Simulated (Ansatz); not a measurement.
# HfO2: the cost of one run

Computed with Ansatz 0.2.0 (DFT r2SCAN, scalar-relativistic, plane waves, PAW, unless a step's input says otherwise).

1 further run of the same task is left out (it didn't finish).

## (1) The starting structure

The structure is cubic, space group Fm-3m (No. 225). The conventional cell has a = 5.115 Å, b = 5.115 Å, c = 5.115 Å, α = 90.00°, β = 90.00°, γ = 90.00°. Around Hf (site symmetry m-3m) lie 8 O at 2.21 Å. O (site symmetry -43m) is surrounded by 4 Hf at 2.21 Å.

Structure file:

```
CELL_PARAMETERS angstrom
0.00000 2.55750 2.55750
2.55750 0.00000 2.55750
2.55750 2.55750 0.00000
ATOMIC_POSITIONS crystal
Hf 0.00000 0.00000 0.00000
O 0.25000 0.25000 0.25000
O 0.75000 0.75000 0.75000
```

Source of the structure: the Crystallography Open Database.

## (2) Probe: one point at the start

File input.yaml:

```yaml
crystal:
  lattice:
    - [0.0, 2.5575, 2.5575]
    - [2.5575, 0.0, 2.5575]
    - [2.5575, 2.5575, 0.0]
  atoms:
    - { symbol: Hf, position: [0.0, 0.0, 0.0] }
    - { symbol: O, position: [0.25, 0.25, 0.25] }
    - { symbol: O, position: [0.75, 0.75, 0.75] }
basis:
  ecutwfc: 500
kpoints:
  mp_grid: { grid: [6, 6, 6] }
hamiltonian:
  xc: r2scan
scf:
  occupations: { method: gaussian, width: 0.1 }
output:
  forces: true
  stress: true
  eigenvalues: true
```

Run with:

```bash
$ ansatz run input.yaml --threads 1 --pin off --max-ram 2560MiB --backend cpu --events-out ev --progress --plain --runs-dir out
```

What time and memory should one allow on 1 thread of Arm Neoverse V1, shared host?

About 2.8 s, with a peak of 0.37 GiB.
